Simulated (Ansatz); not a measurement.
# LaPb2 in Ansatz: convergence with k mesh

Input of the first run (k mesh 3 × 3 × 3); the others differ in this setting and in those tied to it:

File input.yaml:

```yaml
crystal:
  lattice:
    - [-2.066343, 2.066343, 5.63845]
    - [2.066343, -2.066343, 5.63845]
    - [2.066343, 2.066343, -5.63845]
  atoms:
    - { symbol: Pb, position: [0.6863945, 0.6863945, 0.0] }
    - { symbol: Pb, position: [0.3136055, 0.3136055, 0.0] }
    - { symbol: La, position: [0.0, 0.0, 0.0] }
hamiltonian:
  xc: pbe
  pseudopotentials: { kind: paw }
kpoints:
  mp_grid: { grid: [3, 3, 3] }
scf:
  occupations: { method: gaussian, width: 0.05 }
output:
  forces: true
  stress: true
  eigenvalues: true
```

Potentials or basis: Ansatz PAW.

Run with:

```bash
$ ansatz run input.yaml --threads 2 --pin off --max-ram 5632MiB --backend cpu --events-out ev --progress --plain --runs-dir out
```

The cell comes from a database or a generator and needn't be the stable form of this composition.

Hardware: 2 threads of Intel(R) Xeon(R) Processor @ 2.50GHz (Skylake/Cascade Lake) (shared host).

Q: The values tried are 3 × 3 × 3, 4 × 4 × 4, 5 × 5 × 5, 7 × 7 × 7, 8 × 8 × 8, 10 × 10 × 10, 12 × 12 × 12, 15 × 15 × 15, loosest first. From which on does the pressure stay within 0.1 GPa of the tightest run that finished?

A: From 4 × 4 × 4 on.

| k mesh | energy less the tightest run, at zero smearing (meV/atom) | pressure (GPa) | largest force (eV/Å) | SCF cycles | CPU time (s) | peak memory (GiB) |
| --- | --- | --- | --- | --- | --- | --- |
| 3 × 3 × 3 | 26.12 | 0.38 | 0.235 | 6 | 3.5 | 0.36 |
| 4 × 4 × 4 | 33.84 | 0.13 | 0.106 | 6 | 5.1 | 0.4 |
| 5 × 5 × 5 | 23.20 | -0.01 | 0.120 | 6 | 6.3 | 0.4 |
| 7 × 7 × 7 | 1.79 | 0.10 | 0.096 | 6 | 11 | 0.43 |
| 8 × 8 × 8 | 1.46 | 0.05 | 0.087 | 6 | 17 | 0.46 |
| 10 × 10 × 10 | 1.11 | 0.09 | 0.074 | 6 | 28 | 0.51 |
| 12 × 12 × 12 | 0.86 | 0.06 | 0.090 | 6 | 42 | 0.6 |
| 15 × 15 × 15 | 0.00 | 0.08 | 0.083 | 6 | 77 | 0.77 |

Against the tightest run, the energy stays within 1 meV/atom from 12 × 12 × 12 on. Not settled before the last step: the largest force (to 0.005 eV/Å). Meshes of other sizes hit other points, so gaps and Fermi surfaces needn't settle smoothly. The tightest run that finished is the yardstick and may itself not be fully converged.

Spin-orbit coupling is left out, which matters for the levels of La, Pb.
